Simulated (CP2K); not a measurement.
# C2H5AlO (SMILES [CH3][Al]1[CH2][O]1), run twice

Wanted: the charge distribution of C2H5AlO, HF-D4/TZVP-MOLOPT-SCAN-GTH (core potential, admm exchange BECKE88X, admm type ADMM2, ngrids 4).

Program for the calculation: CP2K 2026.2.

2 further runs of the same task are left out: 2 set aside as unsound or not needed. Runs told in other sessions of the task aren't counted.

### 1 The system as given

C2H5AlO has 9 atoms, charge 0, and is taken as a singlet. As SMILES, `[CH3][Al]1[CH2][O]1`. The shape is that of a PBE0-D4/def2-TZVP optimisation.

Bond lengths: C1–Al2 1.934 Å, Al2–C3 1.883 Å, Al2–O4 1.707 Å, C3–O4 1.488 Å, C1–H5 1.093 Å, C1–H6 1.091 Å, C1–H7 1.094 Å, C3–H8 1.091 Å, C3–H9 1.091 Å. Some angles: C1–Al2–C3 171.7°, C1–Al2–O4 139.6°, C3–Al2–O4 48.7°, Al2–C3–O4 59.5°, Al2–O4–C3 71.8°, Al2–C1–H5 110.3°, Al2–C1–H6 112.2°, Al2–C1–H7 110.1°, Al2–C3–H8 123.8°, Al2–C3–H9 123.8°.

### 2 The input as first written

molecule.xyz reads:

```xyz
9

C     -0.670900     1.320200    -1.081500
Al     0.051300    -0.076700     0.044200
C      0.678700    -1.280200     1.349300
O      0.789300    -1.609500    -0.097900
H      0.039700     1.575000    -1.872100
H     -0.900200     2.226000    -0.517500
H     -1.591200     0.976800    -1.562100
H      0.038500    -1.980500     1.887700
H      1.653200    -1.197400     1.832800
```

calc.inp reads:

```
&FORCE_EVAL
    METHOD Quickstep
    &DFT
        BASIS_SET_FILE_NAME BASIS_MOLOPT_UZH
        BASIS_SET_FILE_NAME BASIS_ADMM
        POTENTIAL_FILE_NAME POTENTIAL_UZH
        # Quickstep
        &QS
            METHOD GAPW
            EPS_DEFAULT 1.0E-10
        &END QS
        # real-space grids
        &GRID
            CUTOFF 280
            REL_CUTOFF 40
            NGRIDS 4
        &END MGRID
        # cluster boundary conditions
        &POISSON
            PERIODIC NONE
            POISSON_SOLVER MULTIPOLE
        &END POISSON
        &SCF
            SCF_GUESS ATOMIC
            EPS_SCF 1.0E-06
            MAX_SCF 80
            ADDED_MOS 3
            &DIAGONALIZATION
                ALGORITHM STANDARD
            &END DIAGONALIZATION
            &MIXING
                METHOD DIRECT_P_MIXING
                ALPHA 0.4
            &END MIXING
        &END SCF
        &XC
            &XC_FUNCTIONAL NONE
            &END XC_FUNCTIONAL
            # exact exchange
            &HF
                FRACTION 1
                &SCREENING
                    EPS_SCHWARZ 1.0E-09
                &END SCREENING
                &MEMORY
                    MAX_MEMORY 1050
                &END MEMORY
            &END HF
            &VDW_POTENTIAL
                POTENTIAL_TYPE PAIR_POTENTIAL
                &PAIR_POTENTIAL
                    TYPE DFTD4
                    REFERENCE_FUNCTIONAL HF
                &END PAIR_POTENTIAL
            &END VDW_POTENTIAL
        &END XC
        &AUXILIARY_DENSITY_MATRIX_METHOD
            ADMM_TYPE ADMM2
            EXCH_CORRECTION_FUNC BECKE88X
        &END AUXILIARY_DENSITY_MATRIX_METHOD
        # extra output
        &PRINT
            &MOMENTS
                PERIODIC F
                REFERENCE COM
                MAX_MOMENT 1
            &END MOMENTS
            &MO ON
                ENERGIES T
                OCCUPATION_NUMBERS T
                NDIGITS 6
                &EACH
                    QS_SCF 0
                &END EACH
                ADD_LAST NUMERIC
            &END MO
            &HIRSHFELD OFF
            &END HIRSHFELD
            &E_DENSITY_CUBE
                STRIDE 2 2 2
            &END E_DENSITY_CUBE
            &ELF_CUBE
                STRIDE 2 2 2
            &END ELF_CUBE
            &V_HARTREE_CUBE
                STRIDE 2 2 2
            &END V_HARTREE_CUBE
            &EEQ_CHARGES ON
            &END EEQ_CHARGES
            &OVERLAP_CONDITION ON
            &END OVERLAP_CONDITION
        &END PRINT
    &END DFT
    &SUBSYS
        # vacuum box
        &CELL
            ABC 10.2 11.2 10.8
            PERIODIC NONE
        &END CELL
        &TOPOLOGY
            COORD_FILE_NAME molecule.xyz
            COORD_FILE_FORMAT XYZ
            &CENTER_COORDINATES
            &END CENTER_COORDINATES
        &END TOPOLOGY
        &KIND C
            BASIS_SET ORB TZVP-MOLOPT-SCAN-GTH-q4
            BASIS_SET AUX_FIT cpFIT3
            POTENTIAL GTH-SCAN-q4
        &END KIND
        &KIND Al
            BASIS_SET ORB TZVP-MOLOPT-SCAN-GTH-q3
            BASIS_SET AUX_FIT cpFIT3
            POTENTIAL GTH-SCAN-q3
        &END KIND
        &KIND O
            BASIS_SET ORB TZVP-MOLOPT-SCAN-GTH-q6
            BASIS_SET AUX_FIT cpFIT3
            POTENTIAL GTH-SCAN-q6
        &END KIND
        &KIND H
            BASIS_SET ORB TZVP-MOLOPT-SCAN-GTH-q1
            BASIS_SET AUX_FIT cpFIT3
            POTENTIAL GTH-SCAN-q1
        &END KIND
    &END SUBSYS
    &PRINT
        &FORCES ON
        &END FORCES
    &END PRINT
&END FORCE_EVAL
&GLOBAL
    PROJECT_NAME calc
    RUN_TYPE ENERGY_FORCE
    PRINT_LEVEL MEDIUM
&END GLOBAL
```

Launch:

```
OMP_NUM_THREADS=1 cp2k.psmp calc.inp > calc.out
```

Standard output:

```text
Possible matches for unknown subsection

 GRID

   subsection MGRID in section %__ROOT__%FORCE_EVAL%DFT score:  109
   keyword LSD in section %__ROOT__%FORCE_EVAL%DFT score:  107
   subsection SIC in section %__ROOT__%FORCE_EVAL%DFT score:  107
   subsection PRINT in section %__ROOT__%FORCE_EVAL%DFT score:  107
   keyword UKS in section %__ROOT__%FORCE_EVAL%DFT score:  106

 *******************************************************************************
 *   ___                                                                       *
 *  /   \                                                                      *
 * [ABORT]                                                                     *
 *  \___/                 unknown subsection GRID of section DFT               *
 *    |                                                                        *
 *  O/|                                                                        *
 * /| |                                                                        *
 * / \                                               input/input_parsing.F:192 *
 *******************************************************************************

 ===== Routine Calling Stack =====

            4 section_vals_parse
            3 section_vals_parse
            2 section_vals_parse
            1 read_input

Program received signal SIGABRT: Process abort signal.
```

It took 0.3 s on 1 thread of Arm Neoverse V1, shared host; peak memory 0.12 GiB.

### 3 What went wrong

The program refused the input.

The log says `\___/                 unknown subsection GRID of section DFT`. The fault: unknown section.

### 4 The mended input

molecule.xyz is that of step 2.

mol.inp reads:

```
&GLOBAL
 PROJECT_NAME mol
 RUN_TYPE ENERGY_FORCE
 PRINT_LEVEL MEDIUM
&END

&FORCE_EVAL
 METHOD QUICKSTEP
 &DFT
  BASIS_SET_FILE_NAME BASIS_MOLOPT_UZH
  BASIS_SET_FILE_NAME BASIS_ADMM
  POTENTIAL_FILE_NAME POTENTIAL_UZH
  CHARGE 0
  MULTIPLICITY 1
  &QS
   METHOD GAPW
   EPS_DEFAULT 1.0E-10
  &END
  &MGRID
   CUTOFF 280
   REL_CUTOFF 40
   NGRIDS 4
  &END
  &POISSON
   PERIODIC NONE
   POISSON_SOLVER MULTIPOLE
  &END
  &SCF
   SCF_GUESS ATOMIC
   EPS_SCF 1.0E-06
   MAX_SCF 80
   ADDED_MOS 3
   &DIAGONALIZATION
    ALGORITHM STANDARD
   &END
   &MIXING
    METHOD DIRECT_P_MIXING
    ALPHA 0.4
   &END
  &END
  &XC
   &XC_FUNCTIONAL NONE
   &END
   &HF
    FRACTION 1
    &SCREENING
     EPS_SCHWARZ 1.0E-09
     SCREEN_ON_INITIAL_P F
    &END
    &INTERACTION_POTENTIAL
     POTENTIAL_TYPE COULOMB
    &END
    &MEMORY
     MAX_MEMORY 1050
    &END
   &END
   &VDW_POTENTIAL
    POTENTIAL_TYPE PAIR_POTENTIAL
    &PAIR_POTENTIAL
     TYPE DFTD4
     REFERENCE_FUNCTIONAL HF
    &END
   &END
  &END
  &AUXILIARY_DENSITY_MATRIX_METHOD
   ADMM_TYPE ADMM2
   EXCH_CORRECTION_FUNC BECKE88X
  &END
  &PRINT
   &MOMENTS
    PERIODIC F
    REFERENCE COM
    MAX_MOMENT 1
   &END
   &MO ON
    ENERGIES T
    OCCUPATION_NUMBERS T
    NDIGITS 6
    &EACH
     QS_SCF 0
    &END
    ADD_LAST NUMERIC
   &END
   &HIRSHFELD OFF
   &END
   &E_DENSITY_CUBE
    STRIDE 2 2 2
   &END
   &ELF_CUBE
    STRIDE 2 2 2
   &END
   &V_HARTREE_CUBE
    STRIDE 2 2 2
   &END
   &EEQ_CHARGES ON
   &END
   &OVERLAP_CONDITION ON
   &END
  &END
 &END
 &SUBSYS
  &CELL
   ABC [angstrom] 10.2 11.2 10.8
   PERIODIC NONE
  &END
  &TOPOLOGY
   COORD_FILE_NAME molecule.xyz
   COORD_FILE_FORMAT XYZ
   &CENTER_COORDINATES
   &END
  &END
  &KIND C
   BASIS_SET ORB TZVP-MOLOPT-SCAN-GTH-q4
   BASIS_SET AUX_FIT cpFIT3
   POTENTIAL GTH-SCAN-q4
  &END
  &KIND Al
   BASIS_SET ORB TZVP-MOLOPT-SCAN-GTH-q3
   BASIS_SET AUX_FIT cpFIT3
   POTENTIAL GTH-SCAN-q3
  &END
  &KIND O
   BASIS_SET ORB TZVP-MOLOPT-SCAN-GTH-q6
   BASIS_SET AUX_FIT cpFIT3
   POTENTIAL GTH-SCAN-q6
  &END
  &KIND H
   BASIS_SET ORB TZVP-MOLOPT-SCAN-GTH-q1
   BASIS_SET AUX_FIT cpFIT3
   POTENTIAL GTH-SCAN-q1
  &END
 &END
 &PRINT
  &FORCES ON
  &END
 &END
&END
```

Launch:

```
OMP_NUM_THREADS=1 cp2k.psmp -i mol.inp -o mol.out
```

Standard output, shortened:

```text
CP2K| version string:                                       CP2K version 2026.2
[...]
 GLOBAL| Method name                                                        CP2K
[...]
 GLOBAL| Run type                                                   ENERGY_FORCE
[...]
 DFT| Spin restricted Kohn-Sham (RKS) calculation                            RKS
 DFT| Multiplicity                                                             1
[...]
 DFT| Charge                                                                   0
[...]
 QS| Method:                                                                GAPW
[...]
 QS| Density cutoff [a.u.]:                                                140.0
[...]
 QS| Relative density cutoff [a.u.]:                                        20.0
[...]
                             - Atoms:                                          9
[...]
                             - Spherical basis functions:                     98
[...]
 Number of electrons:                                                         22
[...]
     1 P_Mix/Diag. 0.40E+00    2.5     2.40115468       -28.4930897199 -2.85E+01
[...]
    19 DIIS/Diag.  0.61E-06    1.5     0.00000068       -31.6097611323 -6.36E-12
  *** SCF run converged in    19 steps ***
[...]
  Overlap energy of the core charge distribution:               0.00000122267799
  Self energy of the core charge distribution:                -81.87317015825558
  Core Hamiltonian energy:                                     23.74673930717420
  Hartree energy:                                              49.51863506340202
  Exchange-correlation energy:                                 -0.11888975514615
  Hartree-Fock Exchange energy:                                -8.78569482629354
  Dispersion energy:                                           -0.01810172327840
[...]
  Dipole moment [Debye]
    X= -0.1721961E+01 Y=  0.3560680E+01 Z=  0.1275345E+00  Total=      3.9572535
[...]
 ENERGY| Total FORCE_EVAL ( QS ) energy [hartree]            -31.609761132255258
 FORCES| Atomic forces [hartree/bohr]
[...]
```

Wall time 35 s (1 thread of Arm Neoverse V1, shared host); peak memory 0.86 GiB.

Atomic charges (e):

```tsv
atom	Mulliken
C1	-0.515
Al2	+1.182
C3	-0.103
O4	-0.844
H5	+0.067
H6	+0.062
H7	+0.064
H8	+0.043
H9	+0.043
```

### 5 What came out

Level: HF-D4/TZVP-MOLOPT-SCAN-GTH (core potential, admm exchange BECKE88X, admm type ADMM2, ngrids 4).

| quantity | value |
| --- | --- |
| total energy | -31.60976 Eh |
| dipole moment | 3.96 D |
| HOMO energy | -9.29 eV |
| LUMO energy | 2.31 eV |
| HOMO–LUMO gap | 11.60 eV |
| dispersion energy | -47.53 kJ/mol |
| largest force on an atom | 1.117 eV/Å |

What this shows: The largest force is 1.12 eV/Å: the shape isn't a stationary point for this species at this level.
